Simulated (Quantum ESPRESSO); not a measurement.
GdO:

```
Gd O
1.0
     2.80181    0.00000    0.00000
     0.00000    2.80181    0.00000
     0.00000    0.00000    2.80181
Gd O
1 1
Cartesian
  0.0000 0.0000 0.0000
  1.4009 1.4009 1.4009
```

The cell comes from a database or a generator and needn't be the stable form of this composition.

Base run:

| Quantity | Value |
| --- | --- |
| Program | Quantum ESPRESSO 7.5 |
| Functional | PBE |
| Potentials or basis | SSSP 1.3 efficiency PBE |
| Cutoff | 748 eV |
| Density cutoff | 5987 eV |
| k mesh | 7 × 7 × 7 |
| Occupations | gaussian, width 0.05 eV |
| Spin | collinear spin, ferromagnetic start |
| Starting moments | [7.0, 0.0] μB |
| Hubbard terms | Gd f U = 1 eV |

Its results: band gap on the k mesh none (metal or under the smearing width); pressure 51.6 GPa; net moment 7.22 μB per cell; site moments Gd +6.91; O +0.02 μB.

The run is repeated on the same cell with these changes: hubbard terms from Gd f U = 1 eV to Gd f U = 2 eV. What comes out?

Band gap on the k mesh none (metal or under the smearing width); pressure 54.3 GPa; net moment 7.22 μB per cell; site moments Gd +6.94; O +0.01 μB.

Caveats: a pressure of tens of GPa on the cell as given is suspect, and the run, the potentials or the cell itself is likely at fault; spin-orbit coupling is left out, which moves the levels of the heavy elements; a cell with one magnetic atom can't hold antiferromagnetic order, which such compounds often take.
